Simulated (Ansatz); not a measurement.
# One shape, several levels: GeF2 (SMILES [F][Ge][F])

Wanted: a comparison of 6 runs (UHF/STO-3G, B2PLYP/STO-3G, PBE0/STO-3G, UB3LYP/STO-3G, r2SCAN0/STO-3G, UMP2/STO-3G) of GeF2. 

Program for the calculation: Ansatz 0.2.0.

50 further runs of the same task are left out: 17 that didn't finish, 33 set aside as unsound or not needed.

## 1. The system as given

The species is GeF2 (3 atoms), meant as a singlet with charge 0. As SMILES, `[F][Ge][F]`. The F3–Ge1 distance was set to 4.495 Å, away from the relaxed value. At this shape a bond of the SMILES string is far longer than usual.

Bond lengths: Ge1–F2 1.800 Å.

## 2. The energy at UHF/STO-3G (run 1)

The input, job.yaml:

```yaml
crystal:
  periodic: [false, false, false]
  atoms:
    - {symbol: Ge, position_ang: [1.999259, -0.059806, -2.626676]}
    - {symbol: F, position_ang: [3.315569, -0.070636, -1.399196]}
    - {symbol: F, position_ang: [-1.325320, 0.026670, 0.397200]}
basis:
  gaussian: {orbitals: STO-3G}
magnetization: {spin_polarized: true}
hamiltonian: {xc: hf}
accuracy: high
```

Launch:

```
$ ansatz run job.yaml --threads 1 --pin off --max-ram 2610MiB --events-out events.jsonl --progress --plain --runs-dir runs
```

Log:

```text
Warning: RAYON_NUM_THREADS=1 ignored (pool sized by the plan → 1); use --threads N
Functional definition: HF
  name "HF"
  exchange = exact_x
  correlation = 0
369 factors; integrals over basis functions are off by at most 2.1e-8 eV
mean field evaluation 1: about -61149.5943 eV, gradient 1.4e1 eV
mean field evaluation 2: about -61149.6345 eV, gradient 1.4e1 eV
mean field evaluation 4: about -60979.5934 eV, gradient 8.4e1 eV
mean field evaluation 8: about -61143.9763 eV, gradient 4.2e1 eV
mean field evaluation 16: about -61163.0518 eV, gradient 3.0e-3 eV
mean field evaluation 32: about -61163.0528 eV, gradient 4.2e-2 eV
mean field evaluation 64: about -61154.0757 eV, gradient 6.9e0 eV
mean field evaluation 96: about -61163.0540 eV, gradient 3.6e-2 eV
mean field evaluation 128: about -61163.0463 eV, gradient 2.4e-2 eV
mean field evaluation 160: about -61163.0519 eV, gradient 1.7e-3 eV
mean field evaluation 192: about -61163.0499 eV, gradient 2.2e-1 eV
mean field evaluation 224: about -61163.0547 eV, gradient 2.6e-1 eV
mean field evaluation 256: about -61163.0495 eV, gradient 8.3e-3 eV
mean field evaluation 288: about -61157.7852 eV, gradient 8.0e0 eV
mean field evaluation 320: about -61159.8214 eV, gradient 4.1e0 eV
mean field evaluation 352: about -61157.5142 eV, gradient 6.4e0 eV
mean field evaluation 384: about -61162.9976 eV, gradient 1.8e-1 eV
mean field evaluation 416: about -61163.0508 eV, gradient 1.2e-7 eV
mean field -61163.05484641 eV, -2247.7008077980 hartree, gradient 1.7e-8 eV, S^2 1.003414; 13 other end points of the search recorded, 0 dependent functions left out
reference -61163.05484641 eV, -2247.7008077980 hartree; 25, 25 occupied and 3, 3 virtual orbitals, 369 factors
Total energy: -61163.05484641 eV, -2247.7008077980 hartree
```

Run time: 2.8 s. Hardware: 1 thread of Arm Neoverse V1, shared host; peak memory 0.091 GiB.

## 3. A single-point energy at B2PLYP/STO-3G (run 2)

The input, job.yaml:

```yaml
basis:
  gaussian:
    orbitals: STO-3G
crystal:
  periodic: [false, false, false]
  atoms:
    - symbol: Ge
      position_ang: [1.999259, -0.059806, -2.626676]
    - symbol: F
      position_ang: [3.315569, -0.070636, -1.399196]
    - symbol: F
      position_ang: [-1.325320, 0.026670, 0.397200]
hamiltonian:
  xc: {name: B2PLYP}
correlation:
  frozen_orbitals: {F: 1, Ge: 9}
accuracy: high
```

Launch:

```
$ ansatz run job.yaml --threads 1 --pin off --max-ram 2610MiB --events-out events.jsonl --progress --plain --runs-dir runs
```

Log (excerpt; [...] marks lines left out):

```text
Warning: RAYON_NUM_THREADS=1 ignored (pool sized by the plan → 1); use --threads N
Functional definition: B2PLYP
  name "B2PLYP"
[...]
369 factors; integrals over basis functions are off by at most 2.1e-8 eV
[...]
mean field -61196.42316963 eV, -2248.9270710586 hartree, gradient 2.1e-8 eV, S^2 0.000000; 6 other end points of the search recorded, 0 dependent functions left out; unrestricted orbitals would lower it
11 core orbitals not correlated: weight in the atoms' cores, before any rotation towards them, 1.000 or more for the frozen orbitals, at most 0.000 for the correlated occupied ones
reference -61196.42318511 eV, -2248.9270716274 hartree; 14, 14 occupied and 3, 3 virtual orbitals, 369 factors
second order -18.49492906 eV of doubles, -0.00000000 eV of singles
Total energy: -61201.41681596 eV, -2249.1105841763 hartree
```

Run time: 4.2 s. Hardware: 1 thread of Arm Neoverse V1, shared host; peak memory 0.098 GiB.

Runs 3 to 4 aren't shown in full; the table further down has their settings and results.

## 4. A single-point energy at r2SCAN0/STO-3G (run 5)

The input, run.yaml:

```yaml
crystal:
  periodic: [false, false, false]
  atoms:
    - {symbol: Ge, position_ang: [1.999259, -0.059806, -2.626676]}
    - {symbol: F, position_ang: [3.315569, -0.070636, -1.399196]}
    - {symbol: F, position_ang: [-1.325320, 0.026670, 0.397200]}
basis:
  gaussian:
    orbitals: STO-3G
hamiltonian:
  xc: {name: r2SCAN0}
accuracy: high
```

Launch:

```
$ ansatz run run.yaml --threads 1 --pin off --max-ram 2610MiB --events-out events.jsonl --progress --plain --runs-dir runs
```

Log:

```text
Warning: RAYON_NUM_THREADS=1 ignored (pool sized by the plan → 1); use --threads N
Functional definition: r2SCAN0
  name "r2SCAN0"
  parameter a = 0.25
  parameter k0 = 0.174
  parameter k1 = 0.065
  parameter a1 = 4.9479
  exchange = (1 - a)*r2scan_x(k0 = k0, k1 = k1, a1 = a1) + a*exact_x
  correlation = r2scan_c
369 factors; integrals over basis functions are off by at most 2.1e-8 eV
mean field evaluation 1: about -61205.3725 eV, gradient 1.7e1 eV
mean field evaluation 2: about -60838.5330 eV, gradient 5.4e0 eV
mean field evaluation 4: about -60816.2251 eV, gradient 1.9e2 eV
mean field evaluation 8: about -61214.2138 eV, gradient 1.3e-1 eV
mean field evaluation 16: about -61214.1988 eV, gradient 3.1e-8 eV
mean field evaluation 32: about -61214.1921 eV, gradient 3.9e-2 eV
mean field -61214.19875368 eV, -2249.5803117236 hartree, gradient 1.8e-8 eV, S^2 0.000000; 4 other end points of the search recorded, 0 dependent functions left out
reference -61214.19875390 eV, -2249.5803117315 hartree; 25, 25 occupied and 3, 3 virtual orbitals, 369 factors
Total energy: -61214.19875390 eV, -2249.5803117315 hartree
```

It took 11 s on 1 thread of Arm Neoverse V1, shared host; peak memory 0.13 GiB.

## 5. The energy at UMP2/STO-3G (run 6)

run.yaml, as its differences from that of step 4:

```diff
@@ -9,4 +9,8 @@
     orbitals: STO-3G
-hamiltonian:
-  xc: {name: r2SCAN0}
+magnetization:
+  spin_polarized: true
+  initial_magnetization: 0
+correlation:
+  method: mp2
+  frozen_orbitals: {F: 1, Ge: 9}
 accuracy: high
```

Launch:

```
$ ansatz run run.yaml --threads 1 --pin off --max-ram 2610MiB --events-out events.jsonl --progress --plain --runs-dir runs
```

Log (excerpt; [...] marks lines left out):

```text
Warning: RAYON_NUM_THREADS=1 ignored (pool sized by the plan → 1); use --threads N
[... 2 set-up lines as earlier in the session ...]
[...]
369 factors; integrals over basis functions are off by at most 2.1e-8 eV
[...]
mean field -61163.05484641 eV, -2247.7008077980 hartree, gradient 1.7e-8 eV, S^2 1.003414; 19 other end points of the search recorded, 0 dependent functions left out
11 core orbitals not correlated: weight in the atoms' cores, before any rotation towards them, 1.000 or more for the frozen orbitals, at most 0.000 for the correlated occupied ones
reference -61163.05484641 eV, -2247.7008077980 hartree; 14, 14 occupied and 3, 3 virtual orbitals, 369 factors
second order -1.22574154 eV of doubles, -0.00000000 eV of singles
Total energy: -61164.28058795 eV, -2247.7458529688 hartree
```

Run time: 3.9 s. Hardware: 1 thread of Arm Neoverse V1, shared host; peak memory 0.096 GiB.

## 6. All runs side by side

| run | level | frozen core orbitals | energy (Eh) | wall time |
| --- | --- | --- | --- | --- |
| 1 | UHF/STO-3G | – | -2247.700808 | 2.8 s |
| 2 | B2PLYP/STO-3G | 11 | -2249.110584 | 4.2 s |
| 3 | PBE0/STO-3G | – | -2249.158158 | 3.3 s |
| 4 | UB3LYP/STO-3G | – | -2249.584358 | 77 s |
| 5 | r2SCAN0/STO-3G | – | -2249.580312 | 11 s |
| 6 | UMP2/STO-3G | 11 | -2247.745853 | 3.9 s |

## 7. Outcome

```
                                           quantity           value
                                run 6: total energy  -2247.74585 Eh
run 6: correlation energy (11 core orbitals frozen)       -45.0 mEh
           run 6: ⟨S²⟩ of the reference determinant           1.003
```

In words: Totals of different functionals can't be ranked against each other. In run 2 the log says that unrestricted orbitals would lower the reference, so the values rest on an unstable closed-shell determinant (other closed-shell runs at this shape may share the fault). In runs 1, 2, 3, 4, 5, 6 the basis is minimal, so the values are rough. In runs 2, 3, 5 a closed-shell determinant meets a far-stretched bond, which it describes badly. Spin contamination of the reference: run 4 ⟨S²⟩ = 1.02, run 1 ⟨S²⟩ = 1.00, run 6 ⟨S²⟩ = 1.00. Where it is this large, the reference is a mixture of spin states, and values that rest on it are in doubt. All runs together took 1.7 min, the longest 77 s.
